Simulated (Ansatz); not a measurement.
# TiF+ (quintet): from Hartree-Fock to the top rungs, def2-TZVPP

The task here is to estimate one member of a computed series from the others.

Method: def2-TZVPP, core rule «outside noble gas», up to 10 orbitals frozen; program: Ansatz 0.2.0, Gaussian basis.

To be run: UHF; ROHF; CCSD(T) on UHF.

2 further runs of the same task are left out: 2 set aside as unsound or not needed.

## What is computed

The geometry is a PBE0/def2-TZVP stationary point (not a proven minimum) of the parent state, kept for this charge and spin.

2 atoms, charge 1, spin multiplicity 5.

Atoms are counted from 1 here; the program's logs count them from 0.

Bond lengths: Ti1–F2 1.739 Å.

Geometry (Å):

```xyz
2

Ti    0.0000    0.0000    0.0000
F     0.0000    0.0000    1.7386
```

Set-up of the first run:

The input, in.yaml:

```yaml
crystal:
  periodic: [false, false, false]
  atoms:
    - {symbol: Ti, position_ang: [0.000000, 0.000000, 0.000000]}
    - {symbol: F, position_ang: [0.000000, 0.000000, 1.738600]}
basis:
  gaussian: {orbitals: def2-TZVPP}
total_charge: 1
magnetization: {spin_polarized: true, initial_magnetization: 4}
hamiltonian: {xc: hf}
output: {orbitals: {seedname: orbitals}}
```

Run with:

```sh
> ansatz run in.yaml --threads 1 --pin off --events-out ev --progress --plain --max-ram 4096MiB --backend cpu
```

Among the steps run: UHF; ROHF; CCSD(T) on UHF.

One of the session's tables, all rows but one given; the rest of the session is left out.

```
  method  from UCCSD(T) (meV)
    ROHF              +6841.7
     UHF              +6601.4
    UMP2                    ?
   UCCSD               +128.6
UCCSD(T)                    0
```

Q: Estimate the row for UMP2 from the others.

The run gave: from UCCSD(T) (meV): +648.1. In the column «from UCCSD(T) (meV)» it lies between UCCSD (+128.6) and UHF (+6601.4).
